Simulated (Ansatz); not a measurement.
**C₂H₆Cl₄Ga₂O₂: one species, many methods**

How much do the methods differ for C₂H₆Cl₄Ga₂O₂? The plan is to run it at one geometry with functionals of several rungs and with coupled cluster. The yardstick is the atomisation energy at the CCSD(T) limit.

Method: functionals in def2-TZVPP, the program's frozen cores in correlated methods; program: Ansatz 0.2.0, Gaussian basis.

Levels to be run: LDA (SPW92), PBE-D4, revPBE-D4, BLYP-D4, r2SCAN-D4, B97M-V, PBE0-D4, B3LYP-D4, r2SCANh-D4, r2SCAN0-D4, HSE06-D4, BHLYP-D4, CAM-B3LYP-D4, LC-ωPBE, ωB97X-V, ωB97M-V, B2PLYP, PBE-QIDH; CCSD(T)/def2-SVP; CCSD(T)/def2-TZVPP; MP2/def2-QZVPP; extrapolation to the limit; RPA on PBE.

**1. Structure used throughout**

An earlier PBE0-D4 in a triple-zeta def2 set relaxation fixed the geometry.

16 atoms, charge 0, spin multiplicity 1.

Atoms are counted from 1 here; the program's logs count them from 0.

Bond lengths: C1–O2 1.426 Å, C1–H11 1.091 Å, C1–H12 1.091 Å, C1–H13 1.091 Å, O2–Ga3 1.911 Å, O2–Ga8 1.911 Å, Ga3–Cl4 2.131 Å, Ga3–Cl5 2.131 Å, Ga3–O6 1.911 Å, O6–C7 1.426 Å, O6–Ga8 1.911 Å, C7–H14 1.091 Å, C7–H15 1.091 Å, C7–H16 1.091 Å, Ga8–Cl9 2.131 Å, Ga8–Cl10 2.131 Å. Angles: O2–C1–H11 109.2°, O2–C1–H12 109.7°, O2–C1–H13 109.7°, H11–C1–H12 109.8°, H11–C1–H13 109.8°, H12–C1–H13 108.5°, C1–O2–Ga3 126.5°, C1–O2–Ga8 126.5°, Ga3–O2–Ga8 99.1°, O2–Ga3–Cl4 109.5°, O2–Ga3–Cl5 115.3°, O2–Ga3–O6 80.9°, Cl4–Ga3–Cl5 120.0°, Cl4–Ga3–O6 115.2°, Cl5–Ga3–O6 109.5°, Ga3–O6–C7 126.5°, Ga3–O6–Ga8 99.1°, C7–O6–Ga8 126.5° and more.

**2. LDA**

This LDA is Slater exchange with PW92 correlation.

in.yaml reads:

```yaml
crystal:
  periodic: [false, false, false]
  atoms:
    - {symbol: C, position_ang: [-1.371890, 1.133682, 1.910389]}
    - {symbol: O, position_ang: [-0.501729, 0.381153, 1.067435]}
    - {symbol: Ga, position_ang: [1.000320, 1.051334, 0.094164]}
    - {symbol: Cl, position_ang: [0.561738, 3.006401, -0.632742]}
    - {symbol: Cl, position_ang: [2.903748, 0.637277, 0.959436]}
    - {symbol: O, position_ang: [0.501763, -0.381219, -1.068370]}
    - {symbol: C, position_ang: [1.373526, -1.135241, -1.908424]}
    - {symbol: Ga, position_ang: [-1.001619, -1.050013, -0.096356]}
    - {symbol: Cl, position_ang: [-2.903480, -0.630623, -0.962448]}
    - {symbol: Cl, position_ang: [-0.568176, -3.006934, 0.628688]}
    - {symbol: H, position_ang: [-1.186857, 0.862770, 2.950811]}
    - {symbol: H, position_ang: [-1.190997, 2.200285, 1.768026]}
    - {symbol: H, position_ang: [-2.410325, 0.920699, 1.651683]}
    - {symbol: H, position_ang: [1.194395, -0.861954, -2.949252]}
    - {symbol: H, position_ang: [2.411388, -0.926205, -1.644288]}
    - {symbol: H, position_ang: [1.188203, -2.201413, -1.768764]}
basis:
  gaussian: {orbitals: def2-TZVPP}
hamiltonian: {xc: lda}
output: {orbitals: {seedname: orbitals}}
```

Further steps of the session: PBE-D4 (GGA); revPBE-D4 (GGA); BLYP-D4 (GGA); r2SCAN-D4 (meta-GGA); B97M-V (meta-GGA); PBE0-D4 (hybrid); B3LYP-D4 (hybrid); r2SCANh-D4 (hybrid); r2SCAN0-D4 (hybrid); HSE06-D4 (hybrid); BHLYP-D4 (hybrid); CAM-B3LYP-D4 (range-separated); LC-ωPBE (range-separated); ωB97X-V (range-separated); ωB97M-V (range-separated); B2PLYP (double hybrid); PBE-QIDH (double hybrid); CCSD(T) in def2-SVP; CCSD(T) in def2-TZVPP; MP2 in def2-QZVPP; RPA on PBE orbitals.

Before running them: what should the planned runs give, taken together? Wanted: atomisation energy, CCSD(T)/CBS; farthest beyond LDA; mean size of error, GGA; mean size of error, meta-GGA; mean size of error, hybrid; mean size of error, range-separated; mean size of error, double hybrid; gap, smallest and largest; T1 diagnostic.

The runs gave:

| quantity | value |
| --- | --- |
| atomisation energy, CCSD(T)/CBS | 5750.2 kJ/mol |
| functionals within 57.5 kJ/mol (1.0 %) | PBE-D4, r2SCAN-D4, B97M-V, PBE0-D4, r2SCANh-D4, HSE06-D4, CAM-B3LYP-D4, ωB97X-V, ωB97M-V, PBE-QIDH |
| farthest beyond LDA | BHLYP-D4 (-225.7 kJ/mol) |
| mean size of error, GGA | 100.4 kJ/mol |
| mean size of error, meta-GGA | 10.6 kJ/mol |
| mean size of error, hybrid | 81.0 kJ/mol |
| mean size of error, range-separated | 33.0 kJ/mol |
| mean size of error, double hybrid | 72.7 kJ/mol |
| gap, smallest and largest | 5.20 eV (LDA (SPW92)), 13.02 eV (LC-ωPBE) |
| T1 diagnostic | 0.0113 |
| triples share of the correlation energy | 4.0 % |

In words: The LDA atomisation energy is off by 827.4 kJ/mol (14 %): it overbinds. PBE-D4 is off by +45.8 kJ/mol. Double hybrids carry the basis error of their MP2 part in triple zeta, and no dispersion term here, so their miss is partly the set-up's. The rungs meta-GGA, range-separated miss on average by less than the doubt on the reference (57.5 kJ/mol), so they tie. The reference freezes the cores and leaves out relativity and excitations past (T), and its outer-core shells are covered unevenly, so misses under about 57.5 kJ/mol can't be ranked. Hartree-Fock recovers 73 % of the binding; the rest is correlation. CCSD(T) in def2-SVP is off by -275.0 kJ/mol, worse than the median functional, from the basis alone. Orbital gaps span 5.2 to 13.0 eV; exact exchange widens them. Correlated methods include outer-core shells of Ga, which these sets cover unevenly.
